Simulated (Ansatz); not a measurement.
# AlBGeH (quartet): the correlation ladder at distance Al1–H4 = 1.586 Å, cc-pVDZ

How much of the correlation energy of AlBGeH (quartet) does each wave-function method recover here?

Method: cc-pVDZ, core rule «outside noble gas», up to 20 orbitals frozen; program: Ansatz 0.2.0, Gaussian basis.

Plan: UHF; CCSD(T) on ROHF; CCSD(T) on UHF; BCCD(T) on ROHF; CISD; CCSDT(Q) on ROHF; CCSDT(Q) on UHF; CASSCF and MRCISD+Q, 5 electrons in 5 orbitals; CASSCF and NEVPT2, 5 electrons in 5 orbitals.

20 further runs of the same task are left out: 2 for a mislabelled method, 14 that didn't finish, 4 set aside as unsound or not needed.

## (1) The geometry

The geometry derives from a PBE0/def2-TZVP stationary point (not a proven minimum). One bond is set to the value named and the two fragments are kept rigid. No spin-orbit coupling is included. The filled d shell of Ge may be among the frozen orbitals whatever the setting's name suggests; the logs give the count.

4 atoms, charge 0, spin multiplicity 4.

Atoms are counted from 1 here; the program's logs count them from 0.

Bond lengths: Al1–Ge2 2.450 Å, Al1–B3 2.202 Å, Al1–H4 1.586 Å, Ge2–B3 2.069 Å. Angles: Ge2–Al1–B3 52.5°, Ge2–Al1–H4 171.3°, B3–Al1–H4 136.2°, Al1–Ge2–B3 57.6°, Al1–B3–Ge2 69.9°.

## (2) UHF

The input, in.yaml:

```yaml
crystal:
  periodic: [false, false, false]
  atoms:
    - {symbol: Al, position_ang: [0.000000, 0.226364, 1.705906]}
    - {symbol: Ge, position_ang: [0.000000, 0.141710, -0.742430]}
    - {symbol: B, position_ang: [0.000000, -1.565634, 0.426603]}
    - {symbol: H, position_ang: [0.000000, 0.520464, 3.264233]}
basis:
  gaussian: {orbitals: cc-pVDZ}
magnetization: {spin_polarized: true, initial_magnetization: 3}
hamiltonian: {xc: hf}
output: {orbitals: {seedname: orbitals}}
```

Launch:

```bash
ansatz run in.yaml --threads 1 --pin off --events-out ev --progress --plain --max-ram 2393MiB
```

After this run come: CCSD(T) on ROHF; CCSD(T) on UHF; BCCD(T) on ROHF; CISD; CCSDT(Q) on ROHF; CCSDT(Q) on UHF; CASSCF and MRCISD+Q, 5 electrons in 5 orbitals; CASSCF and NEVPT2, 5 electrons in 5 orbitals.

**Question.** What will the summary of the whole plan be? Wanted: UCCSDT(Q) below the RHF energy; RMP2 from UCCSDT(Q); UMP2 from UCCSDT(Q); RCCSD from UCCSDT(Q); RCCSD(T) from UCCSDT(Q); UCCSD(T) from UCCSDT(Q); RCCSDT(Q) from UCCSDT(Q); MRCISD+Q pair from UCCSDT(Q); T1 diagnostic.

As calculated:

| quantity | value |
| --- | --- |
| UCCSDT(Q) below the RHF energy | -6.4054 eV |
| RMP2 from UCCSDT(Q) | +1365.7 meV |
| UMP2 from UCCSDT(Q) | +1396.0 meV |
| RCCSD from UCCSDT(Q) | +403.9 meV |
| RCCSD(T) from UCCSDT(Q) | +85.0 meV |
| UCCSD(T) from UCCSDT(Q) | +83.1 meV |
| RCCSDT(Q) from UCCSDT(Q) | +4.3 meV |
| MRCISD+Q pair from UCCSDT(Q) | +215.6 meV |
| levels within 1 kcal/mol (43 meV) | RCCSDT, UCCSDT, RCCSDT(Q) |
| T1 diagnostic | 0.040 |

RCCSD(T) lands +85.0 meV from the yardstick (1.3 % of the correlation energy). These misses are within one basis, not against nature; the frozen cores of restricted and unrestricted runs differ, which can shift their rows.
